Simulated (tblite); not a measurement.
# C4H12GeOSe: the cost of one run

The runs use tblite 0.8.0 and PySCF 2.14.0, with density-fitted response routines of our own; the level of theory stands in each step. All values are computed, except where a source is named. Atoms count from 0, in the outputs and in this text.

### Step 1. The molecule as given

19 atoms, charge 0, multiplicity 1; geometry from: force field or distance geometry start.

Bonds of the start (Å): C0–O1 1.40, O1–C2 1.42, C2–Se3 1.94, Se3–C4 1.97, C4–C5 1.51, C4–Ge6 1.95, C0–H7 1.09, C0–H8 1.10, C0–H9 1.13, C2–H10 1.09, C2–H11 1.13, C4–H12 1.13, C5–H13 1.10, C5–H14 1.09, C5–H15 1.13, Ge6–H16 1.56, Ge6–H17 1.55, Ge6–H18 1.54.

### Step 2. Geometry optimisation with GFN2-xTB

The job: settings as JSON, then the geometry in Å.

```
{"job": {"kind": "relax", "xc": "GFN2-xTB", "basis": "xTB"}, "charge": 0, "multiplicity": 1}
C     -3.724400     0.535800    -0.281800
O     -2.467600     0.656400    -0.886300
C     -1.631400    -0.420900    -0.475400
Se     0.077800    -0.161300    -1.358400
C      1.449300    -0.179900     0.049900
C      2.312200    -1.422000    -0.023800
Ge     2.612000     1.344100    -0.303200
H     -4.235100    -0.390700    -0.557300
H     -4.380500     1.384100    -0.536700
H     -3.544100     0.545900     0.830600
H     -1.553100    -0.459100     0.609100
H     -2.125000    -1.323500    -0.932600
H      0.928500    -0.107300     1.050300
H      3.381100    -1.157900    -0.033100
H      2.009700    -2.049200    -0.863100
H      2.138600    -2.004700     0.928600
H      4.073600     1.021600     0.132600
H      2.103800     2.570300     0.504000
H      2.564700     1.627700    -1.815300
```

Command:

```bash
$ OMP_NUM_THREADS=1 python probes_run.py task.json out
```

One launch serves the whole session: the jobs run in the order shown.

**Question.** How long does this first job take on 1 thread of Intel Xeon at 2.50GHz, shared host, and how much memory does it need?

About 5.2 s, with a peak of 0.18 GiB.
